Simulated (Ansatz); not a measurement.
# ZrNbB4: the cost of one run

Computed with Ansatz 0.2.0, driven from Python. The levels of theory stand in the script.

## 1. The system

Symmetry: P6/mmm, No. 191, hexagonal system. Conventional cell: a = 3.138 Å, b = 3.138 Å, c = 6.886 Å, α = 90.00°, β = 90.00°, γ = 120.00°. Zr (site symmetry 6/mmm) has 12 B at 2.53 Å as nearest neighbours. Nb (site symmetry 6/mmm) is surrounded by 12 B at 2.46 Å. B (site symmetry 3m) has 3 B at 1.81 Å and 3 Nb at 2.46 Å and 3 Zr at 2.53 Å as nearest neighbours.

No structure file is read: the coordinates are typed or built in the script.

## 2. The script

terms_zrnbb4.py reads:

```python
import ansatz as az

KGRID = (8, 8, 4)
SMEARING = "Fermi-Dirac"
N_EMPTY = 12

lattice = az.Lattice.of(
    (3.13844364, 0.0, 0.0),
    (-1.56922182, 2.71797192, 0.0),
    (0.0, 0.0, 6.88572813),
)
sites = [
    ("Zr", (0.0, 0.0, 0.5)),
    ("Nb", (0.0, 0.0, 0.0)),
    ("B", (1 / 3, 2 / 3, 0.75738633)),
    ("B", (1 / 3, 2 / 3, 0.24261367)),
    ("B", (2 / 3, 1 / 3, 0.75738633)),
    ("B", (2 / 3, 1 / 3, 0.24261367)),
]
crystal = az.Crystal(lattice=lattice)
for symbol, position in sites:
    crystal = crystal.atom(symbol, position)

model = (
    crystal.calculation()
    .kpoints(*KGRID, center="monkhorst-pack")
    .occupations(SMEARING)
    .mixing("msr1")
    .scf(extra_bands=N_EMPTY, self_checks="high")
)
with_term = model.functional("pbesol", dispersion="d3bj").basis(380).cutoff_correction(630).run(threads=1).report
without = model.functional("pbesol").basis(380).run(threads=1).report
finer = model.functional("pbesol").basis(630).run(threads=1).report
removed = az.free_energy_without(with_term, az.EnergyTerm.DISPERSION)
print(f"dispersion term            {with_term['components']['e_disp']:.5f} eV")
print(f"F less dispersion          {removed:.5f} eV, run without it {without['free_energy_ev']:.5f} eV")
print(f"F less smearing term       {az.free_energy_without(without, az.EnergyTerm.SMEARING):.5f} eV")
print(f"estimated gain to 630 eV   {with_term['cutoff_correction']['energy_ev']:.5f} eV, found {finer['free_energy_ev'] - without['free_energy_ev']:.5f} eV")
```

## 3. The input behind the calls

The engine receives this input (first run):

```yaml
crystal:
  lattice:
    - [3.13844364, 0.0, 0.0]
    - [-1.56922182, 2.71797192, 0.0]
    - [0.0, 0.0, 6.88572813]
  atoms:
    - { symbol: Zr, position: [0.0, 0.0, 0.5] }
    - { symbol: Nb, position: [0.0, 0.0, 0.0] }
    - { symbol: B, position: [0.3333333333333333, 0.6666666666666666, 0.75738633] }
    - { symbol: B, position: [0.3333333333333333, 0.6666666666666666, 0.24261367] }
    - { symbol: B, position: [0.6666666666666666, 0.3333333333333333, 0.75738633] }
    - { symbol: B, position: [0.6666666666666666, 0.3333333333333333, 0.24261367] }
basis:
  ecutwfc: 380.0
kpoints:
  mp_grid:
    grid: [8, 8, 4]
    shift: [0.5, 0.5, 0.5]
hamiltonian:
  xc: pbesol
  dispersion: d3bj
scf:
  n_extra_bands: 12
  self_checks: high
  mixing:
    algorithm: msr1
  occupations:
    method: fermi_dirac
output:
  cutoff_correction: 630.0
```

## 4. Launch

The run is started by

```bash
python terms_zrnbb4.py
```

Q: Estimate wall time and peak memory on 1 thread of Arm Neoverse V1, shared host.

About 15 s, with a peak of 0.48 GiB.
